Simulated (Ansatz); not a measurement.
# CaTl2H2: the cost of one run

Computed with Ansatz 0.2.0 (DFT PBE, scalar-relativistic, plane waves, PAW, unless a step's input says otherwise).

1 further run of the same task is left out (it didn't finish).

### Step 1. The system as given

The structure is tetragonal, space group I4/mmm (No. 139). The conventional cell has a = 4.298 Å, b = 4.298 Å, c = 10.561 Å, α = 90.00°, β = 90.00°, γ = 90.00°. Ca (site symmetry 4/mmm) is surrounded by 8 H at 3.26 Å and 8 Tl at 3.40 Å. Tl (site symmetry -4m2) is surrounded by 4 H at 2.60 Å. Around H (site symmetry 4mm) lie 1 H at 2.37 Å and 4 Tl at 2.60 Å and 4 Ca at 3.26 Å.

Structure file:

```
Ca Tl H
1.0
    -2.14917    2.14917    5.28032
     2.14917   -2.14917    5.28032
     2.14917    2.14917   -5.28032
Ca Tl H
1 2 2
Direct
  0.00000 0.00000 0.00000
  0.75000 0.25000 0.50000
  0.25000 0.75000 0.50000
  0.38800 0.38800 0.00000
  0.61200 0.61200 0.00000
```

This is candidate A: LiCu2P2 type (I4/mmm, No. 139).

(A quick probe on a coarse mesh, which set the mesh and smearing, is not shown.)

### Step 3. Full relaxation (candidate A)

input.yaml

```yaml
crystal:
  lattice:
    - [-2.149172426, 2.149172426, 5.280318155]
    - [2.149172426, -2.149172426, 5.280318155]
    - [2.149172426, 2.149172426, -5.280318155]
  atoms:
    - { symbol: Ca, position: [0.0, 0.0, 0.0] }
    - { symbol: Tl, position: [0.75, 0.25, 0.5] }
    - { symbol: Tl, position: [0.25, 0.75, 0.5] }
    - { symbol: H, position: [0.388, 0.388, 0.0] }
    - { symbol: H, position: [0.612, 0.612, 0.0] }
basis:
  ecutwfc: 420
kpoints:
  mp_grid: { grid: [12, 12, 12] }
hamiltonian:
  xc: pbe
scf:
  occupations: { method: gaussian, width: 0.1 }
output:
  forces: true
  stress: true
  eigenvalues: true
relax:
  adjacent_minimum: "off"
  f_tol: 0.01
  max_steps: 80
  cell: { stress_tol: 0.05 }
```

On the command line:

```
$ ansatz run input.yaml --threads 1 --pin off --max-ram 2560MiB --backend cpu --events-out ev --progress --plain --runs-dir out
```

Q: Estimate wall time and peak memory on 1 thread of Arm Neoverse V2, shared host.

About 3.5 min, with a peak of 0.6 GiB.
